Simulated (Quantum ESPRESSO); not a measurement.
# TaAs in Quantum ESPRESSO: settings compared

Aim: see how the results for TaAs move with the level of theory and the settings. Levels: LDA, PBEsol, PBE, RPBE. Tasks: work function.

Everything below comes from runs of Quantum ESPRESSO 7.5. Logs are shortened: lines on timing, memory, paths and dates and some standing lists are left out, and cuts for length are marked.

## (1) The structure

The cell holds a sheet with vacuum, 2 atoms: a = 3.326 Å, b = 3.326 Å, c = 25.740 Å, α = 90.00°, β = 90.00°, γ = 90.00°.

The cell was built by a generator and needn't be a form met in nature.

## (2) Work function, LDA

pw.in

```
&CONTROL
  calculation = 'scf'
  prefix = 'pwscf'
  outdir = './tmp'
  pseudo_dir = './pseudo'
  tprnfor = .true.
  disk_io = 'low'
  tefield = .true.
  dipfield = .true.
/
&SYSTEM
  ibrav = 0
  celldm(1) = 8
  nat = 2
  ntyp = 2
  ecutwfc = 75
  nbnd = 24
  input_dft = 'pz'
  occupations = 'smearing'
  smearing = 'fd'
  degauss = 0.00367493
  edir = 3
  emaxpos = 0.772
  eopreg = 0.0388
  eamp = 0
/
&ELECTRONS
  conv_thr = 2d-09
  electron_maxstep = 150
  mixing_beta = 0.3
  mixing_mode = 'local-TF'
/
ATOMIC_SPECIES
Ta   180.9479 Ta_ONCV_PBE-1.2.upf
As    74.9216 As_ONCV_PBE-1.2.upf
CELL_PARAMETERS alat
  0.7856205661060   0.0000000000000  -0.0000000000000
  0.0000000000000   0.7856205661060   0.0000000000000
 -0.0000000000000   0.0000000000000   6.0802623085554
ATOMIC_POSITIONS crystal
Ta     0.0000000000    0.0000000000    0.2717800000
As     0.5000000000    0.5000000000    0.3109600000
K_POINTS automatic
8 8 1 0 0 0
```

pp_density.in

```
&INPUTPP
  prefix = 'pwscf'
  outdir = './tmp'
  filplot = 'density.dat'
  plot_num = 0
/
&PLOT
  nfile = 1
  filepp(1) = 'density.dat'
  iflag = 3
  output_format = 6
  fileout = 'density.cube'
/
```

pp_potential.in

```
&INPUTPP
  prefix = 'pwscf'
  outdir = './tmp'
  filplot = 'potential.dat'
  plot_num = 11
/
&PLOT
  nfile = 1
  filepp(1) = 'potential.dat'
  iflag = 3
  output_format = 6
  fileout = 'potential.cube'
/
```

pp_elf.in

```
&INPUTPP
  prefix = 'pwscf'
  outdir = './tmp'
  filplot = 'elf.dat'
  plot_num = 8
/
&PLOT
  nfile = 1
  filepp(1) = 'elf.dat'
  iflag = 3
  output_format = 6
  fileout = 'elf.cube'
/
```

Potentials or basis: SG15 PBE 1.2.

Started as:

```bash
OMP_NUM_THREADS=1 mpirun -n 2 pw.x -nk 2 -in pw.in > pw.out
OMP_NUM_THREADS=1 mpirun -n 1 pp.x -in pp_density.in > pp_density.out
OMP_NUM_THREADS=1 mpirun -n 1 pp.x -in pp_potential.in > pp_potential.out
OMP_NUM_THREADS=1 mpirun -n 1 pp.x -in pp_elf.in > pp_elf.out
```

pw.out:

```text
This program is part of the open-source Quantum ESPRESSO suite
     for quantum simulation of materials; please cite
         "P. Giannozzi et al., J. Phys.:Condens. Matter 21 395502 (2009);
         "P. Giannozzi et al., J. Phys.:Condens. Matter 29 465901 (2017);
         "P. Giannozzi et al., J. Chem. Phys. 152 154105 (2020);
     in publications or presentations arising from this work. More details at

     Presently no symmetry can be used with electric field

     IMPORTANT: XC functional enforced from input :
     Exchange-correlation= PZ
                           (   1   1   0   0   0   0   0)
     Any further DFT definition will be discarded
     Please, verify this is what you really want

     K-points division:     npool     =       2
     Subspace diagonalization in iterative solution of the eigenvalue problem:
     a serial algorithm will be used

     G-vector sticks info
     --------------------
     sticks:   dense  smooth     PW     G-vecs:    dense   smooth      PW
     Sum         949     949    277               168785   168785   26677

     Using Slab Decomposition

     bravais-lattice index     =            0
     lattice parameter (alat)  =       8.0000  a.u.
     unit-cell volume          =    1921.4008 (a.u.)^3
     number of atoms/cell      =            2
     number of atomic types    =            2
     number of electrons       =        32.00
     number of Kohn-Sham states=           24
     kinetic-energy cutoff     =      75.0000  Ry
     charge density cutoff     =     300.0000  Ry
     scf convergence threshold =      2.0E-09
     mixing beta               =       0.3000
     number of iterations used =            8  local-TF  mixing
     Exchange-correlation= PZ
                           (   1   1   0   0   0   0   0)

     celldm(1)=   8.000000  celldm(2)=   0.000000  celldm(3)=   0.000000
     celldm(4)=   0.000000  celldm(5)=   0.000000  celldm(6)=   0.000000

     crystal axes: (cart. coord. in units of alat)
               a(1) = (   0.785621   0.000000  -0.000000 )
               a(2) = (   0.000000   0.785621   0.000000 )
               a(3) = (  -0.000000   0.000000   6.080262 )

     reciprocal axes: (cart. coord. in units 2 pi/alat)
               b(1) = (  1.272879 -0.000000  0.000000 )
               b(2) = ( -0.000000  1.272879 -0.000000 )
               b(3) = (  0.000000 -0.000000  0.164467 )

     PseudoPot. # 1 for Ta read from file:
     Ta_ONCV_PBE-1.2.upf
     Pseudo is Norm-conserving, Zval = 27.0
     Generated using ONCVPSP code by D. R. Hamann
     Using radial grid of  602 points,  8 beta functions with:
                l(1) =   0
                l(2) =   0
                l(3) =   1
                l(4) =   1
                l(5) =   2
                l(6) =   2
                l(7) =   3
                l(8) =   3

     PseudoPot. # 2 for As read from file:
     As_ONCV_PBE-1.2.upf
     Pseudo is Norm-conserving, Zval =  5.0
     Generated using ONCVPSP code by D. R. Hamann
     Using radial grid of  602 points,  6 beta functions with:
                l(1) =   0
                l(2) =   0
                l(3) =   1
                l(4) =   1
                l(5) =   2
                l(6) =   2

     atomic species   valence    mass     pseudopotential
     Ta               27.00   180.94790     Ta( 1.00)
     As                5.00    74.92160     As( 1.00)

     No symmetry found

   Cartesian axes

     site n.     atom                  positions (alat units)
         1        Ta     tau(   1) = (   0.0000000   0.0000000   1.6524937  )
         2        As     tau(   2) = (   0.3928103   0.3928103   1.8907184  )

     number of k points=    34  Fermi-Dirac smearing, width (Ry)=  0.0037
                       cart. coord. in units 2pi/alat
        k(    1) = (   0.0000000   0.0000000   0.0000000), wk =   0.0312500
        k(    2) = (   0.0000000   0.1591099   0.0000000), wk =   0.0625000
        k(    3) = (   0.0000000   0.3182198   0.0000000), wk =   0.0625000
        k(    4) = (   0.0000000   0.4773297   0.0000000), wk =   0.0625000
        k(    5) = (   0.0000000  -0.6364396   0.0000000), wk =   0.0312500
        k(    6) = (   0.1591099   0.0000000   0.0000000), wk =   0.0625000
[... 26 lines left out ...]
        k(   33) = (  -0.6364396   0.4773297   0.0000000), wk =   0.0625000
        k(   34) = (  -0.6364396  -0.6364396   0.0000000), wk =   0.0312500

     Dense  grid:   168785 G-vectors     FFT dimensions: (  36,  36, 270)

     Initial potential from superposition of free atoms

     starting charge      31.8787, renormalised to      32.0000

     negative rho (up, down):  7.467E-04 0.000E+00

     Adding external electric field

     Computed dipole along edir(3) :
        Dipole                0.0249 Ry au,          0.0632 Debye
        Dipole field          0.0002 Ry au,

        Potential amp.       -0.0152 Ry
        Total length         46.7548 bohr

     Starting wfcs are random

     Self-consistent Calculation

     iteration #  1     ecut=    75.00 Ry     beta= 0.30
     Davidson diagonalization with overlap
     ethr =  1.00E-02,  avg # of iterations = 15.7

     negative rho (up, down):  1.501E-04 0.000E+00

     Adding external electric field

     Computed dipole along edir(3) :
        Dipole                0.0171 Ry au,          0.0433 Debye
        Dipole field          0.0001 Ry au,

        Potential amp.       -0.0104 Ry
        Total length         46.7548 bohr

     total energy              =    -508.57548407 Ry
     estimated scf accuracy    <       0.35516941 Ry

     iteration #  2     ecut=    75.00 Ry     beta= 0.30
     Davidson diagonalization with overlap
     ethr =  1.11E-03,  avg # of iterations =  1.6

     negative rho (up, down):  5.162E-05 0.000E+00

     Adding external electric field

     Computed dipole along edir(3) :
        Dipole               -0.0007 Ry au,         -0.0018 Debye
        Dipole field         -0.0000 Ry au,

        Potential amp.        0.0004 Ry
        Total length         46.7548 bohr

     total energy              =    -508.52957620 Ry
     estimated scf accuracy    <       0.17458041 Ry

     iteration #  3     ecut=    75.00 Ry     beta= 0.30
     Davidson diagonalization with overlap
     ethr =  5.46E-04,  avg # of iterations =  2.5

     negative rho (up, down):  3.881E-07 0.000E+00

     Adding external electric field

     Computed dipole along edir(3) :
        Dipole               -0.0019 Ry au,         -0.0049 Debye
        Dipole field         -0.0000 Ry au,
[... 261 lines left out ...]
     iteration # 19     ecut=    75.00 Ry     beta= 0.30
     Davidson diagonalization with overlap
     ethr =  2.22E-11,  avg # of iterations =  1.4

     negative rho (up, down):  2.359E-06 0.000E+00

     Adding external electric field

     Computed dipole along edir(3) :
        Dipole               -0.0283 Ry au,         -0.0718 Debye
        Dipole field         -0.0002 Ry au,

        Potential amp.        0.0173 Ry
        Total length         46.7548 bohr

     total energy              =    -508.55373289 Ry
     estimated scf accuracy    <          3.6E-09 Ry

     iteration # 20     ecut=    75.00 Ry     beta= 0.30
     Davidson diagonalization with overlap
     ethr =  1.13E-11,  avg # of iterations =  2.6

     Adding external electric field

     Computed dipole along edir(3) :
        Dipole               -0.0283 Ry au,         -0.0718 Debye
        Dipole field         -0.0002 Ry au,

        Potential amp.        0.0173 Ry
        Total length         46.7548 bohr

     End of self-consistent calculation

          k = 0.0000 0.0000 0.0000 ( 21159 PWs)   bands (ev):

   -69.9649 -36.4224 -36.1798 -36.1798 -21.3091 -21.2926 -21.2926 -21.2692
   -21.2663 -21.1039 -21.1039 -13.8848  -5.8501  -3.9032  -2.3762  -2.3762
    -2.2469   0.1145   1.5837   2.1820   2.1820   2.5258   3.1219   3.5982

          k = 0.0000 0.1591 0.0000 ( 21099 PWs)   bands (ev):

   -69.9638 -36.4193 -36.2121 -36.1763 -21.3083 -21.2939 -21.2925 -21.2698
   -21.2655 -21.1056 -21.1024 -13.6847  -5.7130  -4.2327  -2.7424  -2.5442
    -1.6139  -0.2742   1.0458   1.8760   2.8066   2.9327   3.3253   3.7672

          k = 0.0000 0.3182 0.0000 ( 21063 PWs)   bands (ev):

   -69.9613 -36.4118 -36.2892 -36.1679 -21.3063 -21.2969 -21.2921 -21.2711
   -21.2636 -21.1098 -21.0990 -13.1422  -5.9806  -4.5865  -3.0405  -2.4685
    -0.9343  -0.4884   0.0251   1.7899   3.4477   3.7388   4.0444   4.1374

          k = 0.0000 0.4773 0.0000 ( 21080 PWs)   bands (ev):

   -69.9588 -36.4043 -36.3652 -36.1594 -21.3044 -21.2999 -21.2918 -21.2725
   -21.2615 -21.1138 -21.0954 -12.4595  -7.0771  -3.9849  -3.5418  -2.2162
    -0.6013  -0.3699  -0.2395   1.6090   4.2563   4.4788   4.6701   5.0701

          k = 0.0000-0.6364 0.0000 ( 21074 PWs)   bands (ev):

   -69.9577 -36.4005 -36.3971 -36.1559 -21.3036 -21.3012 -21.2917 -21.2730
   -21.2606 -21.1154 -21.0940 -12.0979  -7.6291  -3.7374  -3.6051  -2.0626
    -1.0337  -0.2763  -0.0513   2.0902   4.1886   4.8060   5.3571   5.8263

          k = 0.1591 0.0000 0.0000 ( 21099 PWs)   bands (ev):

   -69.9638 -36.4193 -36.2121 -36.1763 -21.3083 -21.2939 -21.2925 -21.2698
   -21.2655 -21.1056 -21.1024 -13.6847  -5.7130  -4.2327  -2.7424  -2.5442
    -1.6139  -0.2742   1.0458   1.8760   2.8066   2.9327   3.3253   3.7672

          k = 0.1591 0.1591 0.0000 ( 21091 PWs)   bands (ev):

   -69.9628 -36.4162 -36.2102 -36.2064 -21.3074 -21.2939 -21.2936 -21.2704
   -21.2648 -21.1045 -21.1038 -13.4980  -5.5199  -4.3178  -3.5407  -2.1332
    -1.8176  -0.2978   1.2558   2.3026   2.3276   3.0952   3.5388   3.9496

          k = 0.1591 0.3182 0.0000 ( 21098 PWs)   bands (ev):

   -69.9603 -36.4087 -36.2848 -36.1991 -21.3055 -21.2968 -21.2933 -21.2718
   -21.2629 -21.1082 -21.1005 -12.9964  -5.6931  -4.6387  -3.8454  -2.2205
    -1.4924  -0.1187   0.5783   2.1660   3.2047   3.7975   4.0390   4.3614
[... 97 lines left out ...]
          k = 0.4773 0.4773 0.0000 ( 21016 PWs)   bands (ev):

   -69.9527 -36.3853 -36.3372 -36.3342 -21.3002 -21.2986 -21.2983 -21.2773
   -21.2571 -21.1044 -21.1036 -11.9742  -6.0267  -5.6211  -3.2845  -1.7420
    -1.0121  -0.8925   2.3314   2.8017   3.7056   4.2028   6.2702   6.3678

          k = 0.4773-0.6364 0.0000 ( 21052 PWs)   bands (ev):

   -69.9516 -36.3816 -36.3659 -36.3306 -21.2996 -21.2995 -21.2982 -21.2781
   -21.2563 -21.1054 -21.1023 -11.8879  -6.0433  -5.7601  -3.0562  -1.6491
    -0.8903  -0.7639   2.0280   3.4079   3.7304   3.9247   6.2188   6.5458

          k = 0.4773-0.4773 0.0000 ( 21016 PWs)   bands (ev):

   -69.9527 -36.3853 -36.3372 -36.3342 -21.3002 -21.2986 -21.2983 -21.2773
   -21.2571 -21.1044 -21.1036 -11.9742  -6.0267  -5.6211  -3.2845  -1.7420
    -1.0121  -0.8925   2.3314   2.8017   3.7056   4.2028   6.2702   6.3672

          k = 0.4773-0.3182 0.0000 ( 21069 PWs)   bands (ev):

   -69.9552 -36.3932 -36.3480 -36.2632 -21.3018 -21.2991 -21.2957 -21.2753
   -21.2590 -21.1082 -21.1005 -12.1785  -6.2491  -5.2692  -3.4470  -1.6997
    -1.4275  -0.8269   1.6582   2.5679   3.3894   4.7077   5.5568   5.7769

          k = 0.4773-0.1591 0.0000 ( 21064 PWs)   bands (ev):

   -69.9577 -36.4011 -36.3602 -36.1900 -21.3036 -21.2997 -21.2930 -21.2733
   -21.2608 -21.1121 -21.0970 -12.3780  -6.8181  -4.5629  -3.3550  -2.0430
    -1.1558  -0.6266   0.6648   2.0433   3.5654   4.5803   4.8247   5.2906

          k =-0.6364 0.0000 0.0000 ( 21074 PWs)   bands (ev):

   -69.9577 -36.4005 -36.3971 -36.1559 -21.3036 -21.3012 -21.2917 -21.2730
   -21.2606 -21.1154 -21.0940 -12.0979  -7.6291  -3.7374  -3.6051  -2.0626
    -1.0337  -0.2763  -0.0513   2.0902   4.1886   4.8060   5.3571   5.8263

          k =-0.6364 0.1591 0.0000 ( 21084 PWs)   bands (ev):

   -69.9567 -36.3973 -36.3917 -36.1863 -21.3029 -21.3009 -21.2928 -21.2739
   -21.2599 -21.1137 -21.0955 -12.0596  -7.3475  -4.6534  -2.7401  -1.9366
    -1.1354  -1.1201   0.8907   2.2158   3.4191   5.2322   5.5385   6.2942

          k =-0.6364 0.3182 0.0000 ( 21044 PWs)   bands (ev):

   -69.9541 -36.3895 -36.3788 -36.2589 -21.3011 -21.3003 -21.2956 -21.2760
   -21.2582 -21.1096 -21.0990 -11.9704  -6.6638  -5.3929  -2.4785  -1.8532
    -1.3609  -1.1589   1.6700   2.7307   3.2273   5.3194   5.7709   6.3037

          k =-0.6364 0.4773 0.0000 ( 21052 PWs)   bands (ev):

   -69.9516 -36.3816 -36.3659 -36.3306 -21.2996 -21.2995 -21.2982 -21.2781
   -21.2563 -21.1054 -21.1023 -11.8879  -6.0433  -5.7601  -3.0562  -1.6491
    -0.8903  -0.7639   2.0280   3.4079   3.7304   3.9247   6.2188   6.5458

          k =-0.6364-0.6364 0.0000 ( 21112 PWs)   bands (ev):

   -69.9506 -36.3779 -36.3605 -36.3605 -21.2994 -21.2994 -21.2988 -21.2790
   -21.2554 -21.1036 -21.1036 -11.8563  -5.8393  -5.8393  -3.3894  -1.2720
    -0.5639  -0.5639   2.0983   2.4000   4.7324   4.8393   5.6015   5.6015

     the Fermi energy is    -1.6792 ev

!    total energy              =    -508.55373289 Ry
     estimated scf accuracy    <          4.6E-10 Ry
     smearing contrib. (-TS)   =      -0.00207554 Ry
     internal energy E=F+TS    =    -508.55165735 Ry

     The total energy is F=E-TS. E is the sum of the following terms:
     one-electron contribution =   -2448.39486866 Ry
     hartree contribution      =    1226.16407494 Ry
     xc contribution           =     -42.89983558 Ry
     ewald contribution        =     756.57896673 Ry
     electric field correction =       0.00000522 Ry

     convergence has been achieved in  20 iterations

     Forces acting on atoms (cartesian axes, Ry/au):

     atom    1 type  1   force =     0.00000181    0.00000477    0.01580881
     atom    2 type  2   force =    -0.00000181   -0.00000477   -0.01580881

     Total force =     0.022357     Total SCF correction =     0.000076

=------------------------------------------------------------------------------=
   JOB DONE.
=------------------------------------------------------------------------------=
```

It took 5.2 min on 2 MPI ranks of Arm Neoverse V1, shared host; peak memory 0.76 GiB.

Results:

* Free energy: -6919.2260 eV
* Largest force: 0.406 eV/Å
* Band gap on the k mesh: none (metal or under the smearing width)
* Dipole across the slab: -0.07 D
* Work function of the upper face: 4.94 eV
* Work function of the lower face: 4.70 eV

Forces on the atoms (eV/Å):
```
Ta   0.000  0.000  0.406
As   0.000  0.000 -0.406
```

Levels at points of the mesh, in eV from the Fermi level:
| k point | band 13 | band 14 | band 15 | band 16 | band 17 | band 18 | band 19 | band 20 |
| --- | --- | --- | --- | --- | --- | --- | --- | --- |
| (0.00, 0.00, 0.00) | -4.17 | -2.22 | -0.70 | -0.70 | -0.57 | 1.79 | 3.26 | 3.86 |
| (0.00, -0.50, 0.00) | -5.95 | -2.06 | -1.93 | -0.38 | 0.65 | 1.40 | 1.63 | 3.77 |
| (-0.50, 0.00, 0.00) | -5.95 | -2.06 | -1.93 | -0.38 | 0.65 | 1.40 | 1.63 | 3.77 |
| (-0.50, -0.50, 0.00) | -4.16 | -4.16 | -1.71 | 0.41 | 1.12 | 1.12 | 3.78 | 4.08 |

Caveat: the potentials were made for another functional, which shifts forces and pressure. Spin-orbit coupling is left out, which matters for the levels of Ta.

(Continued in part 2 of 3.)
